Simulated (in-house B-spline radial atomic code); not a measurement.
# I⁵⁺: ionisation energy by several methods

The task here is to estimate one member of a computed series from the others.

The numbers are computed with in-house B-spline radial atomic code version 1 (Dirac-Coulomb, several functionals; spherical all-electron atom at the radial basis limit), except any that are marked as measured or tabulated.

### The atom as given

| Item | Value |
| --- | --- |
| element | iodine (Z = 53) |
| charge | +5 |
| electrons | 48 |
| configuration | [Kr] 4d10 5s2 |
| nucleus | Fermi, rms radius 4.750 fm |

The outer shells:

[Kr] 4d10 5s2
```
[Kr] core
4d [↑↓][↑↓][↑↓][↑↓][↑↓]
5s [↑↓]
```

Set-up of the first run:

Input settings:

```ini
Z = 53
electrons = 48.0
configuration = [Kr] 4d10 5s2
hamiltonian = dirac
method = pw91,pw91
spin_polarised = False
nucleus = fermi
rms_radius = 4.75
mass_number = 127
atomic_mass = 126.904472592
speed_of_light = 137.035999084
```

Steps of the session up to this table: PW91; LDA (VWN5); PBEsol; BLYP; exchange-only LDA; OLYP.

One of the session's tables, all rows but one given; the rest of the session is left out.

| method | ΔSCF (eV) | with Breit, QED, recoil (eV) |
| --- | --- | --- |
| LDA (VWN5) | 75.898 | 75.830 |
| exchange-only LDA | 74.394 | 74.327 |
| PW91 | 75.434 | 75.365 |
| PBEsol | 75.330 | 75.262 |
| BLYP | ? | ? |
| OLYP | 74.869 | 74.800 |

**Question.** Estimate the row for BLYP.

As computed: ΔSCF (eV): 75.492; with Breit, QED, recoil (eV): 75.425. In the column «ΔSCF (eV)» it lies between PW91 (75.434) and LDA (VWN5) (75.898).
